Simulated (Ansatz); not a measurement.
# C2H7NSSi: the cost of one run

The runs use Ansatz 0.2.0, Gaussian basis; functionals in def2-TZVPP, the program's frozen cores in correlated methods.

Plan: PBE-D4, r2SCAN-D4, PBE0-D4, B3LYP-D4, ωB97X-V, ωB97M-V, B2PLYP; CCSD(T)/def2-TZVPP; MP2/def2-QZVPP; extrapolation to the limit.

## 1. The geometry

The geometry comes from an earlier relaxation with PBE0-D4 in a triple-zeta def2 set; it is a stationary point, not always the lowest conformer.

SMILES `C/N=C\[SiH2]S`, 12 atoms, charge 0, spin multiplicity 1.

Atoms are counted from 1 here; the program's logs count them from 0.

Bond lengths: C1–N2 1.437 Å, C1–H6 1.093 Å, C1–H7 1.094 Å, C1–H8 1.098 Å, N2–C3 1.266 Å, C3–Si4 1.901 Å, C3–H9 1.097 Å, Si4–S5 2.141 Å, Si4–H10 1.486 Å, Si4–H11 1.484 Å, S5–H12 1.344 Å. Angles: N2–C1–H6 108.6°, N2–C1–H7 108.5°, N2–C1–H8 115.0°, H6–C1–H7 106.7°, H6–C1–H8 109.1°, H7–C1–H8 108.5°, C1–N2–C3 120.0°, N2–C3–Si4 129.5°, N2–C3–H9 115.3°, Si4–C3–H9 115.1°, C3–Si4–S5 112.9°, C3–Si4–H10 105.9°, C3–Si4–H11 113.2°, S5–Si4–H10 111.1°, S5–Si4–H11 104.3°, H10–Si4–H11 109.4°, Si4–S5–H12 94.6°.

As a file:

```mol
C2H7NSSi
  3D, bonds by distance, orders not assigned

 12 11  0  0  0  0  0  0  0  0999 V2000
   -1.5255    0.9600   -0.1526 C   0  0
   -0.8818    0.3515   -1.2838 N   0  0
    0.0700   -0.4635   -1.1065 C   0  0
    0.8624   -1.0654    0.5135 Si  0  0
    1.8965    0.4876    1.5634 S   0  0
   -2.6006    0.7739   -0.2215 H   0  0
   -1.3889    2.0432   -0.2157 H   0  0
   -1.1637    0.6196    0.8265 H   0  0
    0.5080   -0.8800   -2.0221 H   0  0
    1.7886   -2.1623    0.1316 H   0  0
   -0.1273   -1.5752    1.4954 H   0  0
    2.6395    0.8553    0.5057 H   0  0
  1  2  8  0
  2  3  8  0
  3  4  8  0
  4  5  8  0
  1  6  8  0
  1  7  8  0
  1  8  8  0
  3  9  8  0
  4 10  8  0
  4 11  8  0
  5 12  8  0
M  END
```

## 2. PBE-D4 (GGA)

File in.yaml:

```yaml
crystal:
  periodic: [false, false, false]
  atoms:
    - {symbol: C, position_ang: [-1.525547, 0.960025, -0.152588]}
    - {symbol: N, position_ang: [-0.881828, 0.351544, -1.283798]}
    - {symbol: C, position_ang: [0.069972, -0.463511, -1.106463]}
    - {symbol: Si, position_ang: [0.862423, -1.065356, 0.513547]}
    - {symbol: S, position_ang: [1.896474, 0.487566, 1.563388]}
    - {symbol: H, position_ang: [-2.600616, 0.773889, -0.221466]}
    - {symbol: H, position_ang: [-1.388864, 2.043199, -0.215655]}
    - {symbol: H, position_ang: [-1.163670, 0.619624, 0.826463]}
    - {symbol: H, position_ang: [0.507963, -0.880038, -2.022058]}
    - {symbol: H, position_ang: [1.788596, -2.162313, 0.131560]}
    - {symbol: H, position_ang: [-0.127310, -1.575239, 1.495364]}
    - {symbol: H, position_ang: [2.639506, 0.855310, 0.505705]}
basis:
  gaussian: {orbitals: def2-TZVPP}
hamiltonian: {xc: pbe, dispersion: d4}
output: {forces: true, orbitals: {seedname: orbitals}}
```

Command:

```console
ansatz run in.yaml --threads 4 --pin off --events-out ev --progress --plain --max-ram 10444MiB
```

**Question.** How long does this run take on 4 threads of Intel Xeon Platinum 8259CL at 2.50GHz, shared host, and how much memory does it need?

About 3.4 s, with a peak of 0.41 GiB.
